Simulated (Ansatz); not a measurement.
# C₈H₁₆ClHfNSi: geometry optimisation

The task is to find a stationary geometry of C₈H₁₆ClHfNSi, and look at its orbitals and charge.

Method: RKS PBE0-D4/def2-TZVP; program: Ansatz 0.2.0, Gaussian basis.

The runs, in order: relaxation at PBE0-D4/def2-TZVP; a single point in def2-TZVPP for the fields.

**1. The starting structure**

SMILES `C[N](C)[Hf]1234([CH3])([Cl])[CH]5[CH]1[CH]2[C]3([SiH3])[CH]54`, 28 atoms, charge 0, spin multiplicity 1.

Atoms are counted from 1 here; the program's logs count them from 0.

Bond lengths: C1–N2 1.450 Å, C1–H13 1.105 Å, C1–H14 1.094 Å, C1–H15 1.099 Å, N2–C3 1.450 Å, N2–Hf4 1.981 Å, C3–H16 1.099 Å, C3–H17 1.108 Å, C3–H18 1.094 Å, Hf4–C5 2.190 Å, Hf4–Cl6 2.335 Å, Hf4–C7 2.517 Å, Hf4–C8 2.530 Å, Hf4–C9 2.465 Å, Hf4–C10 2.415 Å, Hf4–C12 2.442 Å, C5–H19 1.097 Å, C5–H20 1.099 Å and more. Angles: N2–C1–H13 112.5°, N2–C1–H14 109.5°, N2–C1–H15 110.6°, H13–C1–H14 109.0°, H13–C1–H15 107.0°, H14–C1–H15 108.1°, C1–N2–C3 111.3°, C1–N2–Hf4 119.5°, C3–N2–Hf4 115.1°, N2–C3–H16 110.5°, N2–C3–H17 112.4°, N2–C3–H18 109.5°, H16–C3–H17 107.2°, H16–C3–H18 107.8°, H17–C3–H18 109.3°, N2–Hf4–C5 101.5°, N2–Hf4–Cl6 103.0°, N2–Hf4–C7 137.2° and more.

As a file:

```
C     0.9882    2.4516   -0.2692
N     0.0820    1.7237    0.5970
C     0.6565    1.5250    1.9139
Hf   -0.9237    0.1768   -0.1244
C    -2.3591    1.1697   -1.4472
Cl   -2.3182   -0.4167    1.6526
C    -0.5896   -1.5811   -1.8952
C     0.5788   -0.7826   -1.9201
C     1.2186   -0.9125   -0.6746
C     0.4526   -1.7894    0.1455
Si    0.9135   -2.4239    1.8464
C    -0.6662   -2.1981   -0.6325
H     1.9732    1.9595   -0.3584
H     0.5450    2.5455   -1.2651
H     1.1680    3.4632    0.1217
H     0.9224    2.4901    2.3685
H     1.5789    0.9123    1.8846
H    -0.0784    1.0400    2.5636
H    -1.9794    1.3692   -2.4573
H    -3.2580    0.5462   -1.5563
H    -2.6912    2.1303   -1.0345
H    -1.2225   -1.7937   -2.7463
H     0.9735   -0.2717   -2.7868
H     2.2091   -0.5467   -0.4362
H     0.3138   -1.6816    2.9646
H     2.3758   -2.3124    1.9615
H     0.5153   -3.8320    1.9290
H    -1.3791   -2.9608   -0.3450
```

The start is a GFN2-xTB geometry. Hf takes the def2 core potential; no spin-orbit term is included.

**2. Relaxation at PBE0-D4/def2-TZVP**

File in.yaml:

```yaml
crystal:
  periodic: [false, false, false]
  atoms:
    - {symbol: C, position_ang: [0.988240, 2.451570, -0.269160]}
    - {symbol: N, position_ang: [0.082020, 1.723700, 0.596990]}
    - {symbol: C, position_ang: [0.656530, 1.524970, 1.913930]}
    - {symbol: Hf, position_ang: [-0.923660, 0.176760, -0.124380]}
    - {symbol: C, position_ang: [-2.359080, 1.169710, -1.447190]}
    - {symbol: Cl, position_ang: [-2.318170, -0.416670, 1.652620]}
    - {symbol: C, position_ang: [-0.589580, -1.581090, -1.895220]}
    - {symbol: C, position_ang: [0.578800, -0.782590, -1.920060]}
    - {symbol: C, position_ang: [1.218640, -0.912460, -0.674560]}
    - {symbol: C, position_ang: [0.452650, -1.789450, 0.145520]}
    - {symbol: Si, position_ang: [0.913460, -2.423860, 1.846360]}
    - {symbol: C, position_ang: [-0.666210, -2.198110, -0.632460]}
    - {symbol: H, position_ang: [1.973190, 1.959490, -0.358380]}
    - {symbol: H, position_ang: [0.545040, 2.545550, -1.265100]}
    - {symbol: H, position_ang: [1.168010, 3.463180, 0.121660]}
    - {symbol: H, position_ang: [0.922420, 2.490060, 2.368490]}
    - {symbol: H, position_ang: [1.578920, 0.912280, 1.884560]}
    - {symbol: H, position_ang: [-0.078400, 1.040000, 2.563630]}
    - {symbol: H, position_ang: [-1.979450, 1.369230, -2.457280]}
    - {symbol: H, position_ang: [-3.258050, 0.546230, -1.556320]}
    - {symbol: H, position_ang: [-2.691200, 2.130330, -1.034460]}
    - {symbol: H, position_ang: [-1.222470, -1.793730, -2.746270]}
    - {symbol: H, position_ang: [0.973490, -0.271660, -2.786810]}
    - {symbol: H, position_ang: [2.209080, -0.546700, -0.436240]}
    - {symbol: H, position_ang: [0.313790, -1.681600, 2.964640]}
    - {symbol: H, position_ang: [2.375750, -2.312380, 1.961530]}
    - {symbol: H, position_ang: [0.515320, -3.831980, 1.928990]}
    - {symbol: H, position_ang: [-1.379090, -2.960770, -0.345020]}
basis:
  gaussian: {orbitals: def2-TZVP}
hamiltonian: {xc: pbe0, dispersion: d4}
relax: {f_tol: 0.005, max_steps: 150}
```

On the command line:

```bash
$ ansatz run in.yaml --threads 11 --pin off --events-out ev --progress --plain --max-ram 110592MiB --backend cuda --devices 0, --max-vram 75GiB
```

After this run come: Orbitals, density and potential.

Before running them: what should the planned runs give, taken together? Wanted: point group; shift from the start; total energy; dispersion term; dipole moment; HOMO, LUMO.

The runs gave:

| quantity | value |
| --- | --- |
| point group | C1 |
| steps | 35 |
| shift from the start (rms) | 0.471 Å |
| total energy | -31743.0986 eV |
| dispersion term | -797 meV |
| dipole moment | 2.88 D |
| HOMO, LUMO | -6.41, -0.94 eV |

**Reading.** The atoms moved 0.47 Å (rms) from the start; the bond that changed most is Hf4–C12, from 2.442 to 2.550 Å. No vibrations were run, so it is not proven to be a minimum. The largest Mulliken charge, +0.83 e, sits on Hf4. The HOMO lies mostly on N2 54 % and the LUMO on Hf4 35 %; C10 11 %.
